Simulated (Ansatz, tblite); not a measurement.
# VSF3: one state, many levels

The task here is to estimate one member of a computed series from the others.

Computed with Ansatz 0.2.0, Gaussian basis. Level: as each input shows.

Plan: GFN1-xTB, GFN2-xTB, PBE-D4/def2-TZVP, r2SCAN-D4/def2-TZVP, LC-ωPBE/def2-TZVP, BHLYP-D4/def2-TZVP, PBE-QIDH/def2-TZVP, B2PLYP/def2-TZVP, CAM-B3LYP-D4/def2-TZVP, B3LYP-D4/def2-TZVP, BLYP-D4/def2-TZVP, PBE-D4/def2-SVP, PBE0-D4/def2-SVP, HF/6-31G, B3LYP-D4/6-31G, PBE0-D4/def2-TZVPD, PBE-D4/def2-TZVPD, r2SCAN-D4/def2-TZVPD, CCSD(T)/def2-TZVPP, MP2/def2-TZVP, RPA/def2-TZVP.

### The geometry

The singlet was relaxed beforehand with r2SCAN-D4/def2-SVP.

5 atoms, charge 0, spin multiplicity 1.

Bond lengths: V1–S2 2.005 Å, V1–F3 1.704 Å, V1–F4 1.704 Å, V1–F5 1.704 Å. Angles: S2–V1–F3 109.1°, S2–V1–F4 109.1°, S2–V1–F5 109.1°, F3–V1–F4 109.9°, F3–V1–F5 109.9°, F4–V1–F5 109.9°.

Formally the metal is d0. No spin-orbit coupling is included.

PBE0-D4/def2-TZVP was run before; its log isn't repeated, and its numbers join the tables.

Set-up of the first run:

Tight binding, by tblite at 300 K electronic temperature and without a spin-polarisation term:

```python
tblite.interface.Calculator('GFN1-xTB', numbers, positions, charge=0, uhf=0).singlepoint()
```

Tight binding, by tblite at 300 K electronic temperature and without a spin-polarisation term:

```python
tblite.interface.Calculator('GFN2-xTB', numbers, positions, charge=0, uhf=0).singlepoint()
```

start.molden holds the orbitals of an earlier run on this state, given as this run's starting guess.

Input file in.yaml:

```yaml
crystal:
  periodic: [false, false, false]
  atoms:
    - {symbol: V, position_ang: [-0.000320, 0.000570, -0.067043]}
    - {symbol: S, position_ang: [0.009658, -0.016575, 1.937420]}
    - {symbol: F, position_ang: [1.607053, 0.009326, -0.631494]}
    - {symbol: F, position_ang: [-0.811577, 1.397744, -0.607502]}
    - {symbol: F, position_ang: [-0.804814, -1.391065, -0.631371]}
basis:
  gaussian: {orbitals: def2-TZVP, initial_orbitals: start.molden}
hamiltonian: {xc: pbe, dispersion: d4}
scf: {omitted_lower_state_checks: [starts]}
output: {forces: true, orbitals: {seedname: orbitals}}
```

Command:

```sh
> ansatz run in.yaml --threads 4 --pin off --events-out ev --progress --plain --max-ram 3916MiB
```

Among the steps run: PBE-D4/def2-TZVP; r2SCAN-D4/def2-TZVP; LC-ωPBE/def2-TZVP; BHLYP-D4/def2-TZVP; PBE-QIDH/def2-TZVP; B2PLYP/def2-TZVP; CAM-B3LYP-D4/def2-TZVP; B3LYP-D4/def2-TZVP; BLYP-D4/def2-TZVP; PBE-D4/def2-SVP; PBE0-D4/def2-SVP; HF/6-31G; B3LYP-D4/6-31G; PBE0-D4/def2-TZVPD; PBE-D4/def2-TZVPD; r2SCAN-D4/def2-TZVPD; CCSD(T)/def2-TZVPP; MP2/def2-TZVP; RPA/def2-TZVP.

One table of the session follows, with a row left open; its other results are not shown here.

It belongs to the step «Binding energy». 

```
                 level  binding an atom (eV)
              HF/6-31G                 1.189
          HF/def2-TZVP                 1.620
         HF/def2-TZVPP                 1.652
        B3LYP-D4/6-31G                 3.948
    B3LYP-D4/def2-TZVP                 4.092
      PBE0-D4/def2-SVP                 4.051
    BHLYP-D4/def2-TZVP                     ?
CAM-B3LYP-D4/def2-TZVP                 4.013
      B2PLYP/def2-TZVP                 4.279
    PBE-QIDH/def2-TZVP                 4.049
         MP2/def2-TZVP                 4.541
       CCSD/def2-TZVPP                 3.595
    CCSD(T)/def2-TZVPP                 4.000
```

Q: Estimate the row for BHLYP-D4/def2-TZVP from the others.

As computed: binding an atom (eV): 3.357. In the column «binding an atom (eV)» it lies between HF/def2-TZVPP (1.652) and CCSD/def2-TZVPP (3.595).

To keep in mind: Free atoms were run apart at each level; binding is atoms less cluster, divided by the number of atoms, without zero-point or spin-orbit terms.
